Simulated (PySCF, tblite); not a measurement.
**C8H7FSi: geometry, infrared bands and NMR shifts**

What infrared bands and NMR shifts should C8H7FSi (`Fc1cccc2c1C=C[SiH2]2`) show?

Programs: tblite 0.8.0 and PySCF 2.14.0, with density-fitted response routines of our own. Each step states its level of theory. These are calculated values for one molecule in the gas phase, unless marked as measured. Atoms are numbered from 0 throughout.

## 1. The starting structure

17 atoms, charge 0, multiplicity 1; geometry from: force field or distance geometry start.

Bonds of the start (Å): F0–C1 1.33, C1–C2 1.41, C2–C3 1.39, C3–C4 1.41, C4–C5 1.40, C5–C6 1.42, C6–C7 1.47, C7–C8 1.35, C8–Si9 1.87, C6–C1 1.39, Si9–C5 1.88, C2–H10 1.08, C3–H11 1.09, C4–H12 1.08, C7–H13 1.08, C8–H14 1.09, Si9–H15 1.49, Si9–H16 1.48.

## 2. Relaxing the molecule with GFN2-xTB

The job: settings as JSON, then the geometry in Å.

```
{"job": {"kind": "relax", "xc": "GFN2-xTB", "basis": "xTB"}, "charge": 0, "multiplicity": 1}
F      0.584600     2.886300    -0.453600
C      0.802900     1.586500    -0.275400
C      2.131100     1.114500    -0.238400
C      2.384700    -0.237600    -0.056000
C      1.336400    -1.156900     0.131800
C      0.022700    -0.682900     0.096400
C     -0.244700     0.696100    -0.100500
C     -1.668200     1.053700    -0.096300
C     -2.494000    -0.001200     0.085200
Si    -1.589100    -1.626400     0.299800
H      2.934500     1.820400    -0.376700
H      3.411000    -0.599600    -0.028800
H      1.549800    -2.208300     0.284300
H     -1.990000     2.072700    -0.245100
H     -3.580400     0.047000     0.117800
H     -1.758300    -2.192100     1.668000
H     -1.840100    -2.560200    -0.822400
```

The run is started by

```sh
OMP_NUM_THREADS=1 python probes_run.py task.json out
```

The driver reads the jobs from task.json and runs them one after another.

**Question.** This job is followed by: GFN2-xTB harmonic vibrations, gas phase; GIAO PBE0/pcSseg-1 NMR shielding, non-relativistic, gas phase. Predict these results of the whole session: strongest single infrared mode (GFN2-xTB); zero-point energy (GFN2-xTB); 13C shifts against TMS (PBE0/pcSseg-1); 1H shifts against TMS (PBE0/pcSseg-1, means over atoms taken as alike); 19F shifts against CFCl3 (PBE0/pcSseg-1); 29Si shifts against TMS (PBE0/pcSseg-1).

The runs gave:

| quantity | value |
| --- | --- |
| strongest single infrared mode (GFN2-xTB) | 2255 cm⁻¹, 461 km/mol |
| zero-point energy (GFN2-xTB) | 73.8 kcal/mol |
| 13C shifts against TMS (PBE0/pcSseg-1) | 168.3, 154.1, 143.3, 142.2, 135.1, 134.3, 132.6, 123.4 ppm |
| 1H shifts against TMS (PBE0/pcSseg-1, means over atoms taken as alike) | 8.01, 7.63, 7.48, 7.33, 6.40, 4.92 ppm |
| 19F shifts against CFCl3 (PBE0/pcSseg-1) | -126.2 ppm |
| 29Si shifts against TMS (PBE0/pcSseg-1) | -42.4 ppm |

What this shows: The optimisation took 21 steps and gained 0.119 eV; among the close pairs (by a distance rule), Si9–H15 changed most, from 1.490 to 1.463 Å. No mode is imaginary among the 45: a minimum at this level. The strongest single mode, at 2255 cm⁻¹, moves mainly H16 and H15. Unscaled tight-binding wavenumbers are off by several per cent, some by more. Its intensities can rank the bands wrongly. NICS(1)zz of -25 ppm above the planar ring from C1 marks a diatropic (aromatic) ring current.
